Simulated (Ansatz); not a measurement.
# [MoO3F]-: the relaxed shape and its frontier levels

What does [MoO3F]- look like as a singlet, and where do its frontier electrons sit?

Computed with Ansatz 0.2.0, Gaussian basis. Level: RKS PBE0-D4/def2-TZVPD.

The runs, in order: relaxation at r2SCAN-D4/def2-SVPD; a search for the lowest solution at PBE0-D4/def2-SVP; a single point at PBE0-D4/def2-TZVPD.

## 1. The system as given

5 atoms, charge -1, spin multiplicity 1.

Atoms are counted from 1 here; the program's logs count them from 0.

Bond lengths: Mo1–O2 1.661 Å, Mo1–O3 1.662 Å, Mo1–O4 1.661 Å, Mo1–F5 1.869 Å. Angles: O2–Mo1–O3 112.1°, O2–Mo1–O4 112.1°, O2–Mo1–F5 106.8°, O3–Mo1–O4 112.1°, O3–Mo1–F5 106.7°, O4–Mo1–F5 106.6°.

Formally the metal is d0. Mo takes a core potential in the def2 sets. No spin-orbit coupling is included. The ion is computed in the gas phase, without counter-ions or solvent.

The start is a GFN2-xTB geometry.

## 2. Optimising with r2SCAN-D4/def2-SVPD

Contents of in.yaml:

```yaml
crystal:
  periodic: [false, false, false]
  atoms:
    - {symbol: Mo, position_ang: [0.041450, 0.070700, 0.030300]}
    - {symbol: O, position_ang: [0.012280, -0.015060, 1.689110]}
    - {symbol: O, position_ang: [1.589010, 0.011560, -0.571660]}
    - {symbol: O, position_ang: [-0.801750, 1.382660, -0.542530]}
    - {symbol: F, position_ang: [-0.840990, -1.449860, -0.605210]}
basis:
  gaussian: {orbitals: def2-SVPD}
total_charge: -1
hamiltonian: {xc: r2scan, dispersion: d4}
scf: {lower_state_search: "off"}
output: {orbitals: {seedname: orbitals}}
relax: {f_tol: 0.02, max_steps: 100}
```

On the command line:

```console
ansatz run in.yaml --threads 4 --pin off --events-out ev --progress --plain --max-ram 3916MiB
```

The program printed:

```text
Functional definition: r2SCAN
  name "r2SCAN"
  cite "Furness, Kaplan, Ning, Perdew & Sun, J. Phys. Chem. Lett. 11, 8208 (2020) doi:10.1021/acs.jpclett.0c02405"
  cite "Furness, Kaplan, Ning, Perdew & Sun, J. Phys. Chem. Lett. 11, 9248 (2020) doi:10.1021/acs.jpclett.0c03077"
  parent r2scan
  parameter k0 = 0.174
  parameter k1 = 0.065
  parameter a1 = 4.9479
  exchange = r2scan_x(k0 = k0, k1 = k1, a1 = a1)
  correlation = r2scan_c
these checks for a lower state are left out or cut short: stability, starts, cluster_reference, orbital_swaps, neighbouring_geometries, increment
1046 factors; their error is unknown
mean field evaluation 1: about -10697.4458 eV, gradient 9.0e1 eV
mean field evaluation 2: about -10475.9994 eV, gradient 3.2e2 eV
mean field evaluation 4: about -10711.1547 eV, gradient 2.0e1 eV
mean field evaluation 8: about -10711.7948 eV, gradient 1.8e-1 eV
mean field evaluation 16: about -10711.7605 eV, gradient 1.6e-4 eV
mean field -10711.76045185 eV, -393.6499359135 hartree, gradient 2.6e-6 eV, S^2 0.000000; 0 other end points of the search recorded, 0 dependent functions left out
the calculation of the forces begins
reference -10711.76046521 eV, -393.6499364043 hartree; 24, 24 occupied and 102, 102 virtual orbitals, 1046 factors
relax step   1: F+E_penalty+E_count = -10711.79400205 eV  Δ(F+E_penalty+E_count) = +0.000e0 eV  max|allowed force component| = 4.509e0 eV/Å  Δτ_max = 0.0000 Å  (18 SCF iters, accepted)
these checks for a lower state are left out or cut short: stability, starts, cluster_reference, orbital_swaps, neighbouring_geometries, increment
1046 factors; their error is unknown
mean field -10712.26603117 eV, -393.6685156109 hartree, gradient 1.1e-6 eV, S^2 0.000000; 0 other end points of the search recorded, 0 dependent functions left out
the calculation of the forces begins
reference -10712.26604482 eV, -393.6685161125 hartree; 24, 24 occupied and 102, 102 virtual orbitals, 1046 factors
relax step   2: F+E_penalty+E_count = -10712.29880100 eV  Δ(F+E_penalty+E_count) = -5.048e-1 eV  max|allowed force component| = 2.360e-1 eV/Å  Δτ_max = 0.0862 Å  (27 SCF iters, accepted)
these checks for a lower state are left out or cut short: stability, starts, cluster_reference, orbital_swaps, neighbouring_geometries, increment
1046 factors; their error is unknown
mean field evaluation 32: about -10712.2680 eV, gradient 1.0e-1 eV
mean field -10712.26797214 eV, -393.6685869400 hartree, gradient 1.1e-6 eV, S^2 0.000000; 0 other end points of the search recorded, 0 dependent functions left out
the calculation of the forces begins
reference -10712.26798580 eV, -393.6685874420 hartree; 24, 24 occupied and 102, 102 virtual orbitals, 1046 factors
relax step   3: F+E_penalty+E_count = -10712.30069578 eV  Δ(F+E_penalty+E_count) = -1.895e-3 eV  max|allowed force component| = 2.050e-2 eV/Å  Δτ_max = 0.0047 Å  (24 SCF iters, accepted)
these checks for a lower state are left out or cut short: stability, starts, cluster_reference, orbital_swaps, neighbouring_geometries, increment
1046 factors; their error is unknown
mean field -10712.26798969 eV, -393.6685875852 hartree, gradient 2.2e-6 eV, S^2 0.000000; 0 other end points of the search recorded, 0 dependent functions left out
the calculation of the forces begins
reference -10712.26800335 eV, -393.6685880872 hartree; 24, 24 occupied and 102, 102 virtual orbitals, 1046 factors
relax step   4: F+E_penalty+E_count = -10712.30070886 eV  Δ(F+E_penalty+E_count) = -1.308e-5 eV  max|allowed force component| = 1.518e-3 eV/Å  Δτ_max = 0.0005 Å  (14 SCF iters, accepted)
Total energy: -10712.30072252 eV, -393.6697904944 hartree
Atom 0 at     0.019266     0.033251     0.013866 Å, force     0.000971     0.001518     0.000421 eV/Å
Atom 1 at     0.026261     0.008273     1.744258 Å, force    -0.000213    -0.000405    -0.000147 eV/Å
Atom 2 at     1.645867     0.036517    -0.576976 Å, force    -0.000493    -0.000403    -0.000062 eV/Å
Atom 3 at    -0.808598     1.445817    -0.546690 Å, force    -0.000159    -0.000512    -0.000128 eV/Å
Atom 4 at    -0.882797    -1.523858    -0.634449 Å, force    -0.000105    -0.000197    -0.000084 eV/Å
Dipole moment:    -0.146515    -0.252913    -0.105282 e Å
Checks for a lower state left out: stability, starts, cluster_reference, orbital_swaps, neighbouring_geometries, increment
```

Wall time 6 s (4 threads of Arm Neoverse V2, shared host).

Along the way:

```tsv
step	energy from step 1 (eV)	largest force component (eV/Å)
1	0.0000	4.5090
2	-0.5048	0.2360
3	-0.5067	0.0205
4	-0.5067	0.0015
```

Close pairs (by a distance rule), those that changed most:

```tsv
bond	before (Å)	after (Å)	change (Å)
Mo1–O2	1.661	1.731	+0.069
Mo1–O4	1.661	1.731	+0.069
Mo1–O3	1.662	1.731	+0.069
Mo1–F5	1.869	1.913	+0.043
```

Bonds by kind at the end (by distance):

```tsv
bond	count	shortest (Å)	longest (Å)
Mo–O	3	1.731	1.731
F–Mo	1	1.913	1.913
```

## 3. Searching for the lowest solution, PBE0-D4/def2-SVP

start.molden holds the orbitals of an earlier run on this state, given as this run's starting guess.

Contents of in.yaml:

```yaml
crystal:
  periodic: [false, false, false]
  atoms:
    - {symbol: Mo, position_ang: [0.019266, 0.033251, 0.013866]}
    - {symbol: O, position_ang: [0.026261, 0.008273, 1.744258]}
    - {symbol: O, position_ang: [1.645867, 0.036517, -0.576976]}
    - {symbol: O, position_ang: [-0.808598, 1.445817, -0.546690]}
    - {symbol: F, position_ang: [-0.882797, -1.523858, -0.634449]}
basis:
  gaussian: {orbitals: def2-SVP, initial_orbitals: start.molden}
total_charge: -1
hamiltonian: {xc: pbe0, dispersion: d4}
output: {orbitals: {seedname: orbitals}}
```

Same command.

The program printed:

```text
Functional definition: PBE0
  name "PBE0"
  cite "Adamo & Barone, J. Chem. Phys. 110, 6158 (1999) doi:10.1063/1.478522"
  cite "Perdew, Burke & Ernzerhof, Phys. Rev. Lett. 77, 3865 (1996) doi:10.1103/PhysRevLett.77.3865"
  parent pbe
  parameter a = 0.25
  parameter kappa = 0.804
  parameter beta = 0.06672455060314922
  exchange = (1 - a)*pbe_x(kappa = kappa, mu = beta*pi^2/3) + a*exact_x
  correlation = pbe_c(beta = beta)
919 factors; their error is unknown
mean field evaluation 1: about -10704.0214 eV, gradient 7.9e0 eV
mean field evaluation 2: about -10704.1440 eV, gradient 1.2e-1 eV
mean field evaluation 4: about -10704.1940 eV, gradient 2.3e-4 eV
mean field evaluation 8: about -10690.5489 eV, gradient 8.3e1 eV
mean field evaluation 16: about -10704.1445 eV, gradient 1.8e-1 eV
mean field -10704.19403210 eV, -393.3718751163 hartree, gradient 1.7e-5 eV, S^2 0.000000; 1 other end points of the search recorded, 0 dependent functions left out
reference -10704.19407976 eV, -393.3718768677 hartree; 24, 24 occupied and 63, 63 virtual orbitals, 919 factors
Total energy: -10704.31508332 eV, -393.3763236668 hartree
```

It took 1.1 s on 4 threads of Arm Neoverse V2, shared host.

HOMO -3.03 eV, LUMO 3.94 eV.

## 4. Single point, PBE0-D4/def2-TZVPD

Changes to in.yaml since step 3:

```diff
@@ -9,5 +9,6 @@
 basis:
-  gaussian: {orbitals: def2-SVP, initial_orbitals: start.molden}
+  gaussian: {orbitals: def2-TZVPD, initial_orbitals: start.molden}
 total_charge: -1
 hamiltonian: {xc: pbe0, dispersion: d4}
+scf: {omitted_lower_state_checks: [starts]}
 output: {orbitals: {seedname: orbitals}}
```

Launched as before.

The program printed:

```text
Functional definition: PBE0
  name "PBE0"
  cite "Adamo & Barone, J. Chem. Phys. 110, 6158 (1999) doi:10.1063/1.478522"
  cite "Perdew, Burke & Ernzerhof, Phys. Rev. Lett. 77, 3865 (1996) doi:10.1103/PhysRevLett.77.3865"
  parent pbe
  parameter a = 0.25
  parameter kappa = 0.804
  parameter beta = 0.06672455060314922
  exchange = (1 - a)*pbe_x(kappa = kappa, mu = beta*pi^2/3) + a*exact_x
  correlation = pbe_c(beta = beta)
these checks for a lower state are left out or cut short: starts
1127 factors; their error is unknown
mean field evaluation 1: about -10710.9808 eV, gradient 2.0e2 eV
mean field evaluation 2: about -10715.6423 eV, gradient 5.9e0 eV
mean field evaluation 4: about -10715.8371 eV, gradient 4.0e-4 eV
mean field -10715.93502697 eV, -393.8033487194 hartree, gradient 8.2e-5 eV, S^2 0.000000; 0 other end points of the search recorded, 0 dependent functions left out
reference -10715.93506913 eV, -393.8033502690 hartree; 24, 24 occupied and 176, 176 virtual orbitals, 1127 factors
Total energy: -10716.05607270 eV, -393.8077970680 hartree
Checks for a lower state left out: starts
```

Wall time 2 s (4 threads of Arm Neoverse V2, shared host).

From the report: HOMO -3.40 eV, LUMO 3.50 eV.

Mulliken charges, from this run's orbitals:

```tsv
atom	value (e)
Mo1	2.54
O2	-0.93
O3	-0.93
O4	-0.93
F5	-0.74
```

Largest Mayer bond orders: Mo1–O2 1.36; Mo1–O3 1.36; Mo1–O4 1.36; Mo1–F5 0.31; O2–O3 0.15; O2–O4 0.15; O3–O4 0.15.

## 5. Outcome

| quantity | value |
| --- | --- |
| point group | C3v |
| near neighbours of the metal | O 1.73, O 1.73, O 1.73, F 1.91 Å |
| HOMO, LUMO at PBE0-D4/def2-TZVPD | -3.40, 3.50 eV |
| charge on the metal (Mulliken, PBE0-D4/def2-TZVPD) | +2.54 e |

What this shows: The molecule keeps its bonding pattern by the stored test; the atoms moved 0.07 Å (rms). The metal has 4 near neighbours by the distance rule, from 1.73 to 1.91 Å. The Mulliken charge of the metal, +2.54 e, depends on the basis and isn't its oxidation state. No usable vibrations, so a minimum isn't proven. Whether this spin is the lowest isn't tested here.
